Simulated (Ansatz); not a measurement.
The system is ScNb.

```
Nb Sc
1.0
     3.06564    0.00000    0.00000
    -1.53282    2.65493    0.00000
     0.00000    0.00000    5.07219
Nb Sc
1 1
Direct
  0.33333 0.66667 0.50000
  0.00000 0.00000 0.00000
```

The cell comes from a database or a generator and needn't be the stable form of this composition.

```yaml
Program: Ansatz 0.2.0
Task: relaxation of cell and atoms
Functional: PBEsol
Dispersion: D3(BJ)-ATM
Potentials_or_basis: Ansatz PAW
Cutoff: "420 eV (not typed: the program's choice for these potentials)"
k_mesh: 10 × 10 × 5
Occupations: fermi-dirac, width 0.05 eV
Spin: no spin polarisation
```

At the start: volume 20.64 Å³/atom.

Problem. How do energy, volume and symmetry change on relaxing?

Solution. It ends after 5 steps and the volume is 19.12 Å³/atom (-7.4 %); space group P-6m2 (No. 187, to 0.05 Å).

The path:
```
step  energy change (eV)  largest force (eV/Å)  volume (Å³)
   1              0.0000                0.0000        41.28
   2             -0.0280                0.0000        35.99
   3             -0.0775                0.0000        38.42
   4             -0.0778                0.0000        38.24
   5             -0.0775                0.0000        38.24
```

Final structure:
```yaml
crystal:
  lattice:
    - [2.98956, 0.00000, 0.00000]
    - [-1.49478, 2.58904, 0.00000]
    - [0.00000, 0.00000, 4.94007]
  atoms:
    - { symbol: Nb, position: [0.33333, 0.66667, 0.50000] }
    - { symbol: Sc, position: [0.00000, 0.00000, 0.00000] }
```

Caveat: the plane-wave basis is chosen anew once the cell has moved, so the energies of steps on either side of that aren't comparable; pairwise dispersion overbinds metals, which lowers pressure and volume; the PAW data sets come from PBE, with cores solved anew for the run's functional, which leaves a small shift of forces and pressure.
